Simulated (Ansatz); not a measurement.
**Cl2H2O2Si: molecular dynamics**

Aim: follow the molecule's vibrations and see whether its bonds hold. The start is relaxed first. Runs: 300 steps of 0.5 fs under a Langevin thermostat at 500 K. SMILES of the start: O[Si](O)(Cl)Cl.

Program: Ansatz 0.2.0. Level of theory: RKS PBE0-D4/STO-3G. These are calculated values, not measurements.

## 1. Starting point

Bond lengths: Si1–O2 1.680 Å, O2–H3 1.010 Å, Si1–Cl4 2.130 Å, Si1–O5 1.679 Å, O5–H6 1.010 Å, Si1–Cl7 2.128 Å. Angles: Si1–O2–H3 109.5°, O2–Si1–Cl4 109.4°, O2–Si1–O5 109.5°, O2–Si1–Cl7 109.5°, Cl4–Si1–O5 109.5°, Cl4–Si1–Cl7 109.5°, O5–Si1–Cl7 109.5°, Si1–O5–H6 109.5°.

Structure file:

```xyz
7

Si    0.0000    0.0000    0.0000
O     0.0000    0.0000    1.6800
H    -0.9095   -0.2814    2.0171
Cl    2.0086    0.0000   -0.7093
O    -0.7913    1.3709   -0.5594
H    -1.7491    1.1401   -0.7818
Cl   -1.0032   -1.7381   -0.7093
```

## 2. Relaxing the start

The input, input.yaml:

```yaml
crystal:
  periodic: [false, false, false]
  atoms:
    - { symbol: Si, position_ang: [0.0, 0.0, 0.0] }
    - { symbol: O, position_ang: [0.0, 0.0, 1.68] }
    - { symbol: H, position_ang: [-0.9095, -0.2814, 2.0171] }
    - { symbol: Cl, position_ang: [2.0086, 0.0, -0.7093] }
    - { symbol: O, position_ang: [-0.7913, 1.3709, -0.5594] }
    - { symbol: H, position_ang: [-1.7491, 1.1401, -0.7818] }
    - { symbol: Cl, position_ang: [-1.0032, -1.7381, -0.7093] }
basis:
  gaussian: { orbitals: STO-3G }
hamiltonian:
  xc: pbe0
  dispersion: d4
relax:
  f_tol: 0.02
  max_steps: 40
```

Run with:

```bash
> ansatz run input.yaml --threads 1 --pin off --max-ram 2048MiB --backend cpu --events-out ev --progress --plain --runs-dir out
```

The runs that follow: Dynamics.

Q: Predict the outcome of this session. Wanted: relaxation of the start; temperature, first and last step; temperature, second half; potential energy, second half; bonds formed or broken.

**Answer**, as computed:

| quantity | value |
| --- | --- |
| relaxation of the start | 9 moves, 0.222 eV lower |
| length | 300 steps of 0.5 fs |
| temperature, first and last step | 429 and 165 K |
| temperature, second half | mean 221 K, from 97 to 315 K |
| potential energy, second half | +20 meV/atom from the start |
| bonds formed or broken | 0 |

Against a set 500 K the second half averages 221 K with a spread of 48 K; 20 meV/atom has gone into potential energy, and a thermostat that acts over some 200 fs has not made it up in 150 fs. The bonds all hold. Averages from a run of 150 fs with 7 atoms are rough. The nuclei move classically, without zero-point motion, which matters most for hydrogen. The basis is very small, so the numbers are rough.
